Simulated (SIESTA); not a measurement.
The system is ScSi2.

```xyz
3
Lattice="3.6600 0.0000 0.0000 -1.8300 3.1697 0.0000 0.0000 0.0000 3.8700" Properties=species:S:1:pos:R:3 pbc="T T T"
Sc    0.0000    0.0000    0.0000
Si    1.8300    1.0566    1.9350
Si    0.0000    2.1131    1.9350
```

Program: SIESTA 5.4.2. Alike in all runs: no spin polarisation; cell as given; k mesh 8 × 8 × 7; smearing fermi-dirac 0.05 eV; grid cutoff 800 Ry; energy shift 0.002 Ry.

Problem. Order these runs on this cell by their pressure, lowest first.
A. level SVWN5; potentials or basis SPMS 1.0 NC or PseudoDojo by element (PBE files), DZP (energy shift 0.002 Ry)
B. level PBE; potentials or basis PseudoDojo 0.4 standard (PBE files), DZP (energy shift 0.002 Ry; radii capped at 9.5 bohr)
C. level LDA; potentials or basis PseudoDojo 0.4 standard (LDA files), DZP (energy shift 0.002 Ry)

Solution. C (18.5 GPa), A (21.8 GPa), B (26.1 GPa).

Caveats: semicore shells carry a single zeta, which can move pressures by several GPa and volumes by a few percent; so large a pressure means that the cell lies far from this level's equilibrium, or that cutoff or potentials fall short; the basis of atomic orbitals isn't converged, which shifts pressures, moduli and gaps; the potentials were made for another functional, which shifts forces and pressure (some runs).
